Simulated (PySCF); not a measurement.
# HLaO2: the SCF solver's settings

Do solver options change the result for HLaO2, or only the number of cycles?

Method: method and basis as typed in the scripts; program: PySCF 2.14.0.

4 further runs of the same task are left out: 1 for a known fault of the program, 3 that didn't finish.

**1. The starting structure**

HLaO2: 4 atoms, charge 0, spin multiplicity 1.

Bond lengths: La1–O2 1.991 Å, La1–O3 2.269 Å, O3–H4 0.986 Å. Angles: O2–La1–O3 110.3°, La1–O3–H4 138.1°.

Geometry (Å):

```mol
HLaO2
  3D, bonds by distance, orders not assigned

  4  3  0  0  0  0  0  0  0  0999 V2000
    0.0451   -0.0837   -0.2297 La  0  0
    1.5967    0.2709    0.9669 O   0  0
   -1.8989    0.3866    0.8428 O   0  0
   -2.1881    0.7140    1.7263 H   0  0
  1  2  8  0
  1  3  8  0
  3  4  8  0
M  END
```

**2. Base script**

Contents of input.py:

```python
from pyscf import gto, scf
from pyscf.geomopt.geometric_solver import optimize

mol = gto.M(
    atom='La 0.0451 -0.0837 -0.2297; O 1.5967 0.2709 0.9669; O -1.8989 0.3866 0.8428; H -2.1881 0.714 1.7263',
    basis='sbkjc',
    ecp={'La': 'sbkjc', 'O': 'sbkjc'},
    charge=0,
    spin=0,
    verbose=4,
)
mf = scf.UHF(mol)
mf.level_shift = 0.3
mf.kernel()
mol_eq = optimize(mf, maxsteps=30)
print('optimised geometry (angstrom)')
print(mol_eq.tostring('raw'))
print('orbital energies (hartree):', [e[max(0, n-3):n+3].round(4) for e, n in zip(mf.mo_energy, mol.nelec)])
```

Started as:

```
> OMP_NUM_THREADS=1 python input.py
```

Its log is not repeated here.

It gives: at the starting geometry E(SCF) = -63.084108 Eh; the optimisation lowers the energy by 0.129 eV.

**3. Level shift 0.1 hartree**

Edit 1 changes level shift: 0.3 hartree → 0.1 hartree.

Contents of input.py:

```python
from pyscf import gto, scf
from pyscf.geomopt.geometric_solver import optimize

mol = gto.M(
    atom='La 0.0451 -0.0837 -0.2297; O 1.5967 0.2709 0.9669; O -1.8989 0.3866 0.8428; H -2.1881 0.714 1.7263',
    basis='sbkjc',
    ecp={'La': 'sbkjc', 'O': 'sbkjc'},
    charge=0,
    spin=0,
    verbose=4,
)
mf = scf.UHF(mol)
mf.level_shift = 0.1
mf.kernel()
mol_eq = optimize(mf, maxsteps=30)
print('optimised geometry (angstrom)')
print(mol_eq.tostring('raw'))
print('orbital energies (hartree):', [e[max(0, n-3):n+3].round(4) for e, n in zip(mf.mo_energy, mol.nelec)])
```

Started as:

```
> OMP_NUM_THREADS=1 python input.py
```

**4. Damping 0.2**

Edit 2 changes damping: none → 0.2.

Changes to input.py since step 2:

```diff
@@ -13,2 +13,4 @@
 mf.level_shift = 0.3
+mf.damp = 0.2
+mf.diis_start_cycle = 8
 mf.kernel()
```

**Question.** What will these runs give? Wanted: for each run, E(SCF); from base; gap; after the SCF.

**Answer**, as computed:

```
                    run  E(SCF) (hartree)  from base (eV)  cycles  gap (eV)  after the SCF
                   base        -63.084108               0      18      8.79      -0.129 eV
level shift 0.1 hartree        -63.084108          0.0000      14      8.79      -0.129 eV
            damping 0.2        -63.084108          0.0000      21      8.79      -0.129 eV
```

SCF columns refer to the geometry typed in the script.

Distance from each run's final energy (log10 hartree) by cycle:

```
                    run  cycle 1  cycle 2  cycle 3  cycle 5  cycle 8  cycle 12
                   base     -0.6     -1.1     -1.7     -2.4     -3.8      -6.0
level shift 0.1 hartree     -0.8     -1.3     -2.2     -3.2     -5.5      -8.7
            damping 0.2     -0.6     -1.2     -1.6     -2.0     -2.7      -4.6
```

In words: No change of the SCF energy comes from level shift 0.1 hartree or damping 0.2. The base needs 18 cycles and the run with level shift 0.1 hartree needs 14.
